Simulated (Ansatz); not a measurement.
# C4H2F2Zr: small, medium and large basis sets

One table from this session's results is given with a row withheld; the runs are named, their logs left out.

Computed with Ansatz 0.2.0, Gaussian basis. Level: one geometry, several basis sets.

Plan: PBE0-D4/def2-SVP; ωB97M-V/def2-SVP; PBE0-D4/def2-QZVPP; ωB97M-V/def2-QZVPP; the functionals' def2-TZVPP values are taken from earlier runs.

1 further run of the same task is left out (for a known fault of the program). Runs told in other sessions of the task aren't counted.

## The geometry

The geometry comes from an earlier relaxation with PBE0-D4 in a triple-zeta def2 set; it is a stationary point, not always the lowest conformer. Zr takes the def2 core potential; no spin-orbit term is included.

SMILES `C#[C][Zr]([F])([F])[C]#C`, 9 atoms, charge 0, spin multiplicity 1.

Atoms are counted from 1 here; the program's logs count them from 0.

Bond lengths: C1–C2 1.215 Å, C1–H8 1.068 Å, C2–Zr3 2.174 Å, Zr3–F4 1.887 Å, Zr3–F5 1.887 Å, Zr3–C6 2.174 Å, C6–C7 1.215 Å, C7–H9 1.068 Å. Angles: C2–C1–H8 179.9°, C1–C2–Zr3 179.5°, C2–Zr3–F4 109.4°, C2–Zr3–F5 109.4°, C2–Zr3–C6 109.0°, F4–Zr3–F5 110.1°, F4–Zr3–C6 109.4°, F5–Zr3–C6 109.4°, Zr3–C6–C7 179.4°, C6–C7–H9 179.9°.

The first run:

in.yaml

```yaml
crystal:
  periodic: [false, false, false]
  atoms:
    - {symbol: C, position_ang: [1.158323, -2.529046, 0.827572]}
    - {symbol: C, position_ang: [0.831202, -1.567878, 0.159647]}
    - {symbol: Zr, position_ang: [0.236338, 0.158888, -1.019154]}
    - {symbol: F, position_ang: [-0.820717, -0.409545, -2.475146]}
    - {symbol: F, position_ang: [1.776215, 1.051655, -1.645369]}
    - {symbol: C, position_ang: [-0.922034, 1.507051, 0.232167]}
    - {symbol: C, position_ang: [-1.568380, 2.253460, 0.940750]}
    - {symbol: H, position_ang: [1.445044, -3.372822, 1.415334]}
    - {symbol: H, position_ang: [-2.135992, 2.908256, 1.564199]}
basis:
  gaussian: {orbitals: def2-SVP}
hamiltonian: {xc: pbe0, dispersion: d4}
output: {orbitals: {seedname: orbitals}}
```

On the command line:

```console
$ ansatz run in.yaml --threads 4 --pin off --events-out ev --progress --plain --max-ram 11315MiB
```

Among the steps run: PBE0-D4 in def2-SVP; ωB97M-V in def2-SVP; PBE0-D4 in def2-QZVPP; ωB97M-V in def2-QZVPP.

One table of the session follows, with a row left open; its other results are not shown here.

It belongs to the step «Density functionals: the series». 

| functional | basis | HOMO (eV) | LUMO (eV) |
| --- | --- | --- | --- |
| PBE0-D4 | def2-SVP | -8.41 | -2.51 |
| PBE0-D4 | def2-TZVPP | -8.44 | -2.57 |
| PBE0-D4 | def2-QZVPP | ? | ? |
| ωB97M-V | def2-SVP | -10.60 | -0.47 |
| ωB97M-V | def2-TZVPP | -10.64 | -0.56 |
| ωB97M-V | def2-QZVPP | -10.65 | -0.57 |

Estimate the missing values for PBE0-D4, def2-QZVPP.

**Answer.** HOMO (eV): -8.45; LUMO (eV): -2.57. In the column «HOMO (eV)» it lies between ωB97M-V, def2-SVP (-10.60) and PBE0-D4, def2-TZVPP (-8.44).
